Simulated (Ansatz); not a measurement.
# MnPt2 (P-3m1) in Ansatz: notebook

Runs on MnPt2. Level: PBE. Tasks: single point.

Program: Ansatz 0.2.0. These are calculated values, not measurements. Logs are shortened: lines on timing, memory, paths and dates and some standing lists are left out, and cuts for length are marked.

## (1) The crystal as given

The structure is trigonal, space group P-3m1 (No. 164). Conventional cell: a = 2.858 Å, b = 2.858 Å, c = 6.533 Å, α = 90.00°, β = 90.00°, γ = 120.00°. Around Pt (site symmetry 3m) lie 3 Mn at 2.64 Å and 9 Pt at 2.86 to 2.91 Å. Around Mn (site symmetry -3m) lie 6 Pt at 2.64 Å and 6 Mn at 2.86 Å.

The cell comes from a database or a generator and needn't be the stable form of this composition.

## (2) Single point, PBE, collinear spin, ferromagnetic start

Input file input.yaml:

```yaml
crystal:
  lattice:
    - [2.8584044518, 0.0, 0.0]
    - [-1.4292022259, 2.4754508696, 0.0]
    - [0.0, 0.0, 6.532504]
  atoms:
    - { symbol: Pt, position: [0.6666666667, 0.3333333333, 0.316206] }
    - { symbol: Pt, position: [0.3333333333, 0.6666666667, 0.683794] }
    - { symbol: Mn, position: [0.0, 0.0, 0.0], spin: 4.0 }
hamiltonian:
  xc: pbe
  pseudopotentials: { kind: paw }
magnetization:
  spin_polarized: true
kpoints:
  mp_grid: { grid: [11, 11, 4] }
scf:
  occupations: { method: gaussian, width: 0.013 }
output:
  forces: true
  stress: true
  eigenvalues: true
```

Potentials or basis: Ansatz PAW.

Command:

```console
ansatz run input.yaml --threads 2 --pin off --max-ram 5632MiB --backend cpu --events-out ev --progress --plain --runs-dir out
```

Output:

```text
Warning: RAYON_NUM_THREADS=2 ignored (pool sized by the plan → 2); use --threads N
Engine: ansatz 0.2.0, aarch64-unknown-linux-gnu
Pseudopotentials: kind: paw
Pseudopotential: Pt, paw, valence charge 18, recommended cutoff 420 eV (normal), Pt.paw.azcp
Pseudopotential: Mn, paw, valence charge 15, recommended cutoff 420 eV (normal), Mn.paw.azcp
Functional definition: PBE
  parameter kappa = 0.804
  parameter beta = 0.06672455060314922
  exchange = pbe_x(kappa = kappa, mu = beta*pi^2/3)
  correlation = pbe_c(beta = beta)
Crystal: 3 atoms, lattice volume = 46.223 Å³
Basis set: ecut = 420 eV, 897 PW (Γ), exchange–correlation on 40×40×90 points (8 copies of the dense FFT grid, shifted against one another)
Bands: 33, of which v1, the nominal top of the filled ones, is band 26 counted from 1 (25 counted from 0)
Symmetry: 12 space group operations
Space group: P-3m1 (ITA 164), of the structure as read, at distance tolerance 3.6e-5 Å
Magnetic group: BNS 164.85 (UNI 1315), of the structure as read, at distance tolerance 3.6e-5 Å
k-points: 58 of 484
Non-local potential: Pt, projectors of the file, l = 0: 3, l = 1: 2, l = 2: 2, l = 3: 1
Non-local potential: Mn, projectors of the file, l = 0: 3, l = 1: 2, l = 2: 3, l = 3: 1
PAW form: soft (Blöchl's): semilocal exchange-correlation on the pseudo side does not see the compensation charge
PAW one-centre angular grid: Pt, 590 points (default); XC on 64 Gauss nodes
PAW one-centre angular grid: Mn, 590 points (default); XC on 64 Gauss nodes
Initial density: superposition of atomic densities (chi_scale 0.1, normalization cell, long waves kept (reshape's long-wave potential 0.20 eV rms))
Starting moments: Σ|m| = 4 μB on 1 of 3 sites
Initial wavefunctions: pseudopotential atomic-orbital guess
Functional: x = pbe(κ = 0.804, μ = 0.2195149727645171), c = pbe(β = 0.06672455060314922)
SCF iter   1: F=—  HF=-28949.530498 eV  |F-HF|=—  |Δ(HF+E_count)|=         —  Δρ=1.64e-1 (↑9.47e-2 ↓1.64e-1)  dr2=7.96e1  dr2_m=1.32e0  M=2.603 μB ∫|m|=2.750 μB  β_m=0.30  ethr=3.10e-3  ⟨swp⟩=5.2  Hψ=13380  notcnv=0
Mixer restart at iter 1: flushing history
preconditioner: auto → Kerker (q_TF=auto, 2.773 Å⁻¹)  [metal: Δε(μ)=0.004 eV  Ē_g=7.565 eV  σ=0.013 eV  W_gap=0.18  n_scr=22 (ndim 8)  ℏωp=28.4 eV  f_vac=0.000  D(μ)=6.11/eV (n_scr^D=94)]
spin=Collinear: Kerker preconditioning applied to the charge; magnetization (m = ρ↑ − ρ↓) channel mixes plain (no charge-response kernel on spin).
SCF iter   2: F=—  HF=-28947.870531 eV  |F-HF|=—  |Δ(HF+E_count)|=    1.66e0  Δρ=7.58e-2 (↑4.97e-2 ↓7.58e-2)  dr2=2.63e1  dr2_m=3.99e-1  M=2.968 μB ∫|m|=3.086 μB  β_m=0.42  ethr=3.10e-3  ⟨swp⟩=3.0  Hψ=8033  notcnv=0  defer=254
SCF iter   3: F=—  HF=-28945.741397 eV  |F-HF|=—  |Δ(HF+E_count)|=    2.13e0  Δρ=2.63e-2 (↑2.63e-2 ↓2.14e-2)  dr2=4.36e0  dr2_m=1.08e-1  M=3.753 μB ∫|m|=3.827 μB  β_m=0.47  ethr=3.10e-3  ⟨swp⟩=2.5  Hψ=6905  notcnv=0  defer=246
SCF iter   4: F=—  HF=-28945.307183 eV  |F-HF|=—  |Δ(HF+E_count)|=   4.34e-1  Δρ=2.64e-2 (↑2.03e-2 ↓2.64e-2)  dr2=6.96e-1  dr2_m=1.48e-1  M=4.112 μB ∫|m|=4.190 μB  β_m=0.73  ethr=3.10e-3  ⟨swp⟩=2.3  Hψ=5352  notcnv=0  defer=215
SCF iter   5: F=—  HF=-28945.434705 eV  |F-HF|=—  |Δ(HF+E_count)|=   1.28e-1  Δρ=1.34e-2 (↑7.30e-3 ↓1.34e-2)  dr2=4.62e-2  dr2_m=3.99e-2  M=4.525 μB ∫|m|=4.611 μB  β_m=0.87  ethr=1.36e-3  ⟨swp⟩=2.2  Hψ=6176  notcnv=0  defer=215
SCF iter   6: F=—  HF=-28945.440395 eV  |F-HF|=—  |Δ(HF+E_count)|=         —  Δρ=5.92e-3 (↑5.92e-3 ↓2.73e-3)  dr2=1.95e-2  dr2_m=1.32e-3  M=4.633 μB ∫|m|=4.730 μB  β_m=0.87  ethr=9.05e-5  ⟨swp⟩=2.8  Hψ=7724  notcnv=0  defer=210
Mixer restart at iter 6: flushing history
SCF iter   7: F=—  HF=-28945.444212 eV  |F-HF|=—  |Δ(HF+E_count)|=   3.82e-3  Δρ=5.57e-3 (↑5.57e-3 ↓1.08e-3)  dr2=8.29e-3  dr2_m=3.86e-3  M=4.583 μB ∫|m|=4.681 μB  β_m=0.69  ethr=3.83e-5  ⟨swp⟩=2.9  Hψ=7796  notcnv=0  defer=208
SCF iter   8: F=—  HF=-28945.439271 eV  |F-HF|=—  |Δ(HF+E_count)|=   4.94e-3  Δρ=9.89e-4 (↑9.89e-4 ↓8.31e-4)  dr2=8.91e-4  dr2_m=1.16e-4  M=4.628 μB ∫|m|=4.726 μB  β_m=0.78  ethr=1.63e-5  ⟨swp⟩=2.7  Hψ=6965  notcnv=0  defer=208
SCF iter   9: F=—  HF=-28945.439413 eV  |F-HF|=—  |Δ(HF+E_count)|=   1.42e-4  Δρ=3.31e-4 (↑1.45e-4 ↓3.31e-4)  dr2=2.12e-4  dr2_m=7.71e-6  M=4.628 μB ∫|m|=4.727 μB  β_m=0.89  ethr=1.75e-6  ⟨swp⟩=2.1  Hψ=5532  notcnv=0  defer=208
SCF iter  10: F=—  HF=-28945.439396 eV  |F-HF|=—  |Δ(HF+E_count)|=   1.71e-5  Δρ=1.70e-4 (↑1.70e-4 ↓1.06e-4)  dr2=2.13e-5  dr2_m=6.23e-7  M=4.627 μB ∫|m|=4.726 μB  β_m=0.93  ethr=4.16e-7  ⟨swp⟩=2.0  Hψ=5029  notcnv=0  defer=208
SCF iter  11: F=—  HF=-28945.439400 eV  |F-HF|=—  |Δ(HF+E_count)|=   4.48e-6  Δρ=6.45e-5 (↑2.87e-5 ↓6.45e-5)  dr2=3.20e-6  dr2_m=2.61e-7  M=4.627 μB ∫|m|=4.727 μB  β_m=0.96  ethr=4.17e-8  ⟨swp⟩=2.0  Hψ=6031  notcnv=0  defer=208
SCF iter  12: F=—  HF=-28945.439401 eV  |F-HF|=—  |Δ(HF+E_count)|=   1.03e-6  Δρ=1.72e-5 (↑1.00e-5 ↓1.72e-5)  dr2=3.92e-7  dr2_m=1.92e-8  M=4.628 μB ∫|m|=4.727 μB  β_m=0.98  ethr=6.27e-9  ⟨swp⟩=2.2  Hψ=5522  notcnv=0  defer=208
SCF iter  13: F=—  HF=-28945.439401 eV  |F-HF|=—  |Δ(HF+E_count)|=   2.87e-8  Δρ=2.75e-6 (↑2.75e-6 ↓2.35e-6)  dr2=1.43e-8  dr2_m=5.64e-10  M=4.628 μB ∫|m|=4.727 μB  β_m=0.99  ethr=7.69e-10  ⟨swp⟩=2.2  Hψ=5299  notcnv=0  defer=208
iter 14 met the thresholds in force, and the SCF goes on: an eigenvalue changes by 0.82 meV, over its tolerance of 0.50 meV (output.eigenvalues, Limitations)
SCF iter  14: F=-28945.439401 eV  HF=-28945.439401 eV  |F-HF|=2.00e-8  |Δ(HF+E_count)|=  2.84e-10  Δρ=4.17e-6 (↑9.35e-7 ↓4.17e-6)  dr2=2.24e-8  dr2_m=1.44e-9  M=4.628 μB ∫|m|=4.727 μB  β_m=1.00  ethr=2.80e-11  ⟨swp⟩=6.5  Hψ=14035  notcnv=0
SCF iter  15: F=-28945.439401 eV  HF=-28945.439401 eV  |F-HF|=4.40e-10  |Δ(HF+E_count)|=   1.01e-9  Δρ=4.64e-7 (↑3.73e-7 ↓4.64e-7)  dr2=4.95e-10  dr2_m=8.80e-12  M=4.628 μB ∫|m|=4.727 μB  ethr=2.80e-11  ⟨swp⟩=1.3  Hψ=8160  notcnv=0
SCF 1 converged in 15 iterations: F = -28945.439401 eV  dr2 = 4.95e-10
SCF converged after 15 iterations
an eigenvalue changed by more than its tolerance at an iteration that met the thresholds in force, so the SCF went on 1 time: the last check found none over its tolerance
Magnetization: 4.6276 μB (27.8138 up, 23.1862 down)
Absolute magnetization: 4.7282 μB (∫|ρ↑−ρ↓|, with the PAW one-centre terms)
Spin contamination: 0.0792 ħ² per cell (⟨S²⟩ above its minimum at these occupations)
Per-site moments (μB) at R_I (Å): [(0.33958286206679283, 1.0906132915724027), (0.33958286206679256, 1.0906132915724025), (3.770975260328627, 1.0906132915724025)]
Free energy (F): -28945.439401 eV
Harris-Foulkes:  -28945.439401 eV  (|F-HF|=4.40e-10)
Internal energy: -28945.439032 eV  (E = F + TS)
E sigma→0 (E₀):  -28945.439217 eV
Entropy (-TS):   -0.000369 eV (-0.123 meV/atom)
Fermi energy:    19.744789 eV
--- Per-component energies (eV) ---
  E_band       = -546.804586
  E_kinetic    = 1575.706826
  E_local      = -4987.213160  (includes V_loc(G=0)·N_el)
  E_nonlocal   = 647.363679
  E_hartree    = 1923.853200
  E_xc         = -635.928540
  E_vxc        = -749.354345  (∫ρ·V_xc dr)
  E_paw        = -20211.677033  (= ΣΔE_a)
  E_vpaw       = -881.014006  (= ΣTr[D̂ρ^β])
  E_aug_tail   = 0.000383  (compensation charges beyond the density's cutoff)
  E_ewald      = -7257.544389
  E_smearing   = -0.000369  (= −TS)
  E_closure    = -0.000000  (closes the sum)
  Σ components = -28945.439401   (vs F -28945.439401, Δ=0.00e0)
--- Forces (eV/Å), atoms counted from 1 ---
  atom   1  Pt     0.00000000     0.00000000     0.03040545
  atom   2  Pt     0.00000000    -0.00000000    -0.03040545
  atom   3  Mn    -0.00000000     0.00000000     0.00000000
  max |Σ_I F_I| component: 1.39e-17 eV/Å
--- Stress (GPa, compression-positive) ---
       -1.066131       0.000000       0.000000
        0.000000      -1.066131      -0.000000
        0.000000      -0.000000       1.673630
  P = ⅓ Tr σ = -0.1529 GPa (-1.529 kbar)
--- Band table (eV; the first three rows and the last of 116) ---
  k-point 0 ↑: bands = ["-78.6284", "-78.6205", "-61.2918", "-32.9519", "-32.8229", "-32.7465", "-32.7465", "-32.7278", "-32.7278", "-29.9889", "-29.9889", "-29.9881", "10.4292", "12.7566", "13.8797", "16.1239", "16.1239", "16.3775", "16.3775", "16.5687", "16.7292", "16.7292", "17.1331", "17.5653", "18.1585", "18.1585", "18.6664", "18.6664", "18.9247", "18.9247", "29.7915", "30.8336", "34.7121"]
  k-point 1 ↑: bands = ["-78.6284", "-78.6205", "-61.2918", "-32.9565", "-32.8180", "-32.7467", "-32.7467", "-32.7277", "-32.7277", "-29.9889", "-29.9889", "-29.9884", "10.6930", "12.3821", "13.7257", "15.9653", "16.1458", "16.1458", "16.3765", "16.3765", "16.8220", "16.8220", "17.2312", "18.0799", "18.0799", "18.2002", "18.2002", "18.8373", "19.3755", "19.3755", "27.3343", "33.1983", "34.2715"]
  k-point 2 ↑: bands = ["-78.6284", "-78.6205", "-61.2918", "-32.9608", "-32.8135", "-32.7468", "-32.7468", "-32.7275", "-32.7275", "-29.9889", "-29.9889", "-29.9888", "11.2528", "11.6735", "13.6157", "15.8187", "16.1263", "16.1263", "16.4845", "16.4845", "16.8447", "16.8447", "17.1708", "17.9754", "17.9754", "17.9859", "17.9859", "19.6029", "19.6029", "19.9881", "25.7916", "34.0210", "34.5872"]
  k-point 57 ↓: bands = ["-78.4036", "-78.4028", "-57.1306", "-32.7133", "-32.6989", "-32.6652", "-32.6394", "-32.5805", "-32.5695", "-26.0156", "-25.9867", "-25.9628", "14.9843", "14.9912", "15.4207", "15.7597", "15.7961", "15.9821", "16.4325", "17.3472", "17.5371", "17.9570", "20.4609", "20.9267", "20.9517", "21.0680", "22.2680", "24.3466", "24.6754", "24.8468", "25.4726", "26.7339", "27.5267"]
```

Wall time 17 s (2 threads of Arm Neoverse N1, shared host); peak memory 0.44 GiB.

Results:

- Free energy: -28945.4394 eV
- Pressure: -0.2 GPa
- Largest force: 0.030 eV/Å
- Band gap on the k mesh: none (metal or under the smearing width)
- Net moment: 4.63 μB per cell
- Absolute moment: 4.73 μB per cell
- Site moments: Pt +0.34; Mn +3.77 μB

Forces in eV/Å, atoms in the order of the input:
```
Pt   0.000  0.000  0.030
Pt   0.000  0.000 -0.030
Mn   0.000  0.000  0.000
```

The run has no spin-orbit coupling, so splittings on Pt are missing.

## (3) Single point, PBE, collinear spin, ferromagnetic start

input.yaml: that of step 2 with these lines changed.

```diff
@@ -17,3 +17,3 @@
 scf:
-  occupations: { method: gaussian, width: 0.013 }
+  occupations: { method: gaussian, width: 0.014 }
 output:
@@ -22 +22,5 @@
   eigenvalues: true
+  write_density: true
+  write_potential: true
+  elf: true
+  volumetric_format: npy
```

Potentials or basis: Ansatz PAW.

Command:

```console
ansatz run input.yaml --threads 2 --pin off --max-ram 5632MiB --backend cpu --events-out ev --progress --plain --runs-dir out
```

Wall time 18 s (2 threads of Arm Neoverse N1, shared host); peak memory 0.45 GiB.

Results (log left out):

```yaml
Free_energy: -28945.4394 eV
Pressure: -0.2 GPa
Largest_force: 0.030 eV/Å
Band_gap_on_the_k_mesh: none (metal or under the smearing width)
Net_moment: 4.63 μB per cell
Absolute_moment: 4.73 μB per cell
Site_moments: Pt +0.34; Mn +3.77 μB
```

Forces on the atoms (eV/Å):
```
Pt   0.000  0.000  0.030
Pt   0.000  0.000 -0.030
Mn   0.000  0.000  0.000
```

Stress tensor (GPa, compression positive):
```
-1.08  0.00  0.00
 0.00 -1.08  0.00
 0.00  0.00  1.67
```

Levels at points of the mesh, in eV from the Fermi level:
Spin up:
| k point | band 25 | band 26 | band 27 | band 28 | band 29 | band 30 | band 31 | band 32 |
| --- | --- | --- | --- | --- | --- | --- | --- | --- |
| (0.00, 0.00, 0.00) | -1.59 | -1.59 | -1.08 | -1.08 | -0.82 | -0.82 | 10.05 | 11.09 |
| (0.00, 0.00, -0.50) | -1.77 | -1.76 | -1.76 | -0.14 | -0.14 | 0.24 | 6.05 | 14.28 |
Spin down:
```csv
k point,band 22,band 23,band 24,band 25,band 26,band 27
"(0.00, 0.00, 0.00)",-1.86,-1.86,-0.89,-0.89,0.76,1.38
"(0.00, 0.00, -0.50)",-1.56,-1.40,-1.40,0.33,0.49,1.43
```

The run has no spin-orbit coupling, so splittings on Pt are missing.

[end of part 1 of 2]
